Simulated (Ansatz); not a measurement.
Predict the output of the script below (Ansatz 0.2.0 through its Python package).

The script, `methods.py`:
```python
from pathlib import Path

import ansatz as az
import numpy as np

GEOMETRY = """
C     2.89780   -0.08230   -0.04420
C     1.74900   -0.05730    0.30480
Si   -0.01700   -0.01830    0.83140
C    -1.29330   -0.76670   -0.24630
C    -1.16070    0.70120   -0.46710
H     3.91690   -0.10330   -0.35670
H    -0.39820    0.48210    2.17270
H    -0.92950   -1.43380   -1.01840
H    -2.18200   -1.12980    0.25500
H    -1.92260    1.35800   -0.07110
H    -0.66040    1.05020   -1.36000
"""


def main() -> None:
    c4h6si = az.Crystal.molecule()
    for line in GEOMETRY.strip().splitlines():
        symbol, *xyz = line.split()
        c4h6si = c4h6si.atom(symbol, [float(v) for v in xyz])

    job = c4h6si.calculation().basis(gaussian="def2-SVP")

    print("functional    E (Ha)        dipole (D)   HOMO (eV)  LUMO (eV)")
    for name in ["r2scan", "pbe0", "b3lyp", "r2scan0", "cam_b3lyp"]:
        report = job.functional(name).forces().orbitals().run(threads=1, pin="off", runs_dir="runs").report
        lines = Path(report["orbitals_path"]).read_text().splitlines()
        field_of = lambda key: [line.split("=")[1].strip() for line in lines if line.startswith(key)]
        orbitals = [(27.211386 * float(e), s, float(n)) for e, s, n in zip(field_of("Ene="), field_of("Spin="), field_of("Occup="))]
        homo = max(e for e, _, n in orbitals if n > 0.5)
        lumo = min(e for e, _, n in orbitals if n < 0.5)
        dipole = 4.803205 * np.linalg.norm(report["charge_distribution"]["dipole_moment_e_ang"])
        print(f"{name:10s} {report['free_energy_ev'] / 27.211386246:14.6f} {dipole:9.3f} {homo:11.3f} {lumo:10.3f}")


if __name__ == "__main__":
    main()
```

```console
$ python methods.py
functional    E (Ha)        dipole (D)   HOMO (eV)  LUMO (eV)
r2scan        -445.086384     0.283      -5.559     -0.896
pbe0          -444.897691     0.311      -6.399     -0.185
b3lyp         -445.232864     0.313      -6.156     -0.345
r2scan0       -445.066510     0.341      -6.538     -0.115
cam_b3lyp     -445.117060     0.403      -7.601      0.956
```

Notes:
- Total energies depend on the basis set; only differences at equal settings carry meaning.
- The geometry is a force-field or estimated start, not a minimum of this method, and the basis set is short of its limit. A lower total doesn't mark the better method: functionals have no common bound, and MP2 and coupled cluster aren't variational.
- b3lyp holds the VWN-RPA fit, as in Gaussian; the form of ORCA and Turbomole is b3lyp5.
- Levels such as HOMO and LUMO are orbital energies: with these approximate functionals they aren't the ionisation energy and electron affinity, and their gap isn't the fundamental gap.
- The whole script took 16 s on 1 thread of Intel(R) Xeon(R) 6975P-C (Granite Rapids), with other jobs on the host, peak memory 0.31 GiB.

(Lines on the test bed's own set-up are left out of the output.)
